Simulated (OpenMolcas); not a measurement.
# Co⁴⁺ among point charges: CASSCF and CASPT2 levels and susceptibility

Aim: the splitting of the states of Co⁴⁺ in the field of 6 point charges, its lowest levels with spin-orbit coupling and its magnetic susceptibility.

Program: OpenMolcas 26.06. Level of theory: state-averaged CASSCF and CASPT2, spin-orbit coupling by RASSI with atomic mean-field integrals. These are calculated values, not measurements, unless marked.

## Step 1: The atom as given

```
Species                           : Co⁴⁺ (cobalt, Z = 27, 23 electrons)
Basis                             : ANO-RCC-VDZP [5s4p2d1f], 34 functions
Scalar Hamiltonian                : DKH2, point nucleus
Inactive shells                   : 1s 2s 2p 3s 3p
Active space                      : 5 electrons in 5 orbitals (3d)
Some configurations of this space : 3d⁵
Orbitals                          : optimised for each spin and parity, averaged over all roots
```

Outer shells as boxes (Hund's rule):

3d5
```
3d [↑ ][↑ ][↑ ][↑ ][↑ ]
```

The ion sits among 6 point charges of -1.6 e arranged as an octahedron (Oh), 1.95 Å from the ion.

Each step is its own input file, run in one work folder so that later steps find the files of earlier ones. Labels, J, g values, rates, χT and fits are worked out afterwards by a script from the matrices that RASSI stores. The input lists half of the charges; inversion (Group=XYZ) makes the rest.

## Step 2: Basis and integrals

Input file a.inp:

```
&GATEWAY
Coord
1

Co 0.0 0.0 0.0
Basis=ANO-RCC-VDZP
Group=XYZ
NoMove
AngMom=0.0 0.0 0.0
AMFI
XField
3 Angstrom 0
1.950000 0.000000 0.000000 -1.600000
0.000000 1.950000 0.000000 -1.600000
0.000000 0.000000 1.950000 -1.600000
&SEWARD
```

## Step 3: Reference wave functions, sextets of even parity, 1 root

Input file a.inp:

```
&RASSCF
FileOrb=start.orb
Symmetry=1
Spin=6
nActEl=5 0 0
Inactive=3 6
Ras2=5 0
CIRoot=1 1 1
SDav=1
CIMx=300
Iter=120 100
PrWF=0.3
OrbListing=Nothing
MaxOrb=0
>>> COPY $Project.JobIph JOB001
```

start.orb holds the contracted functions of the basis, ordered by shell, or the orbitals of the step before.

## Step 4: CASSCF: quartets of even parity, 24 roots

Input file a.inp:

```
&RASSCF
FileOrb=start.orb
Symmetry=1
Spin=4
nActEl=5 0 0
Inactive=3 6
Ras2=5 0
CIRoot=24 24 1
SDav=24
CIMx=300
Iter=120 100
PrWF=0.3
OrbListing=Nothing
MaxOrb=0
>>> COPY $Project.JobIph JOB002
```

## Step 5: Reference wave functions, doublets of even parity, 75 roots

Input file a.inp:

```
&RASSCF
FileOrb=start.orb
Symmetry=1
Spin=2
nActEl=5 0 0
Inactive=3 6
Ras2=5 0
CIRoot=75 75 1
SDav=75
CIMx=300
Iter=120 100
PrWF=0.3
OrbListing=Nothing
MaxOrb=0
>>> COPY $Project.JobIph JOB003
```

## Step 6: State interaction with spin-orbit coupling

Input file a.inp:

```
&RASSI
NrOfJobIphs=3 1 24 75
1
1 2 3 4 5 6 7 8 9 10 11 12 13 14 15 16 17 18 19 20 21 22 23 24
1 2 3 4 5 6 7 8 9 10 11 12 13 14 15 16 17 18 19 20 21 22 23 24 25 26 27
28 29 30 31 32 33 34 35 36 37 38 39 40 41 42 43 44 45 46 47 48 49 50 51
52 53 54 55 56 57 58 59 60 61 62 63 64 65 66 67 68 69 70 71 72 73 74 75
IphNames
JOB001
JOB002
JOB003
EJob
SpinOrbit
DIPRint=1.0
SOCoupling=1000.0
Subsets=2
Property=9
'ANGMOM' 1 'ANGMOM' 2 'ANGMOM' 3 'MLTPL  1' 1 'MLTPL  1' 2 'MLTPL  1' 3
'AMFI' 1 'AMFI' 2 'AMFI' 3
SOProperty=3
'ANGMOM' 1 'ANGMOM' 2 'ANGMOM' 3
```

## Step 7: CASPT2: IPEA 0.25, imaginary shift 0.1 (closed shells correlated: 3s 3p)

Input file a.inp:

```
>>> COPY JOB001 $Project.JobIph
&CASPT2
Multistate=1 1
Frozen=2 3
IPEA=0.25
Imaginary=0.1
MaxIter=60
WThr=0.0 0.3 0.05
PrWF=0.5
NoMix
>>> COPY JOB002 $Project.JobIph
&CASPT2
Multistate=24 1 2 3 4 5 6 7 8 9 10 11 12 13 14 15 16 17 18 19 20 21 22
23 24
NoMult
Frozen=2 3
IPEA=0.25
Imaginary=0.1
MaxIter=60
WThr=0.0 0.3 0.05
PrWF=0.5
NoMix
>>> COPY JOB003 $Project.JobIph
&CASPT2
Multistate=75 1 2 3 4 5 6 7 8 9 10 11 12 13 14 15 16 17 18 19 20 21 22
23 24 25 26 27 28 29 30 31 32 33 34 35 36 37 38 39 40 41 42 43 44 45 46
47 48 49 50 51 52 53 54 55 56 57 58 59 60 61 62 63 64 65 66 67 68 69 70
71 72 73 74 75
NoMult
Frozen=2 3
IPEA=0.25
Imaginary=0.1
MaxIter=60
WThr=0.0 0.3 0.05
PrWF=0.5
NoMix
```

(Steps that only read results are left out.)

What does the calculation give? Wanted: spin-free ground state; lowest level; next level.

As calculated:

```
                 quantity                                                                        value
                   method  SS-CASPT2, IPEA 0.25, imaginary shift 0.1 (closed shells correlated: 3s 3p)
   spin-free ground state                                              6A1, 1-fold in its orbital part
             lowest level                                                                       6-fold
               next level                                                                 39567.6 cm⁻¹
              χT at 300 K                                                               4.38 cm³ K/mol
effective moment at 300 K                                                                      5.92 μB
```

Cost by method:

| method | time of its own steps | time with the reference |
| --- | --- | --- |
| A. CASSCF | 79 s | 79 s |
| B. SS-CASPT2, IPEA 0.25, imaginary shift 0.1, +3s 3p | 19 s | 98 s |

Times are of one thread on a shared host.

What this shows: The spin-free ground state (6A1) comes to 100 % from free-ion S terms and keeps the highest spin of the shell. χT at 300 K is 4.38, against 4.39 cm³ K/mol for the spin alone, as a half-filled shell (L = 0) has no orbital moment. An active space of the d shell alone favours high spin; real ions in strong fields can be low spin. CASPT2 does not keep the components of a term degenerate, and the means are used. The field of point charges can differ much from that of real complexes. With metal d orbitals alone active, the gaps between spin states are rough; where two lie within a few thousand cm-1, their order is open. This is an electrostatic model: the charges have no orbitals.
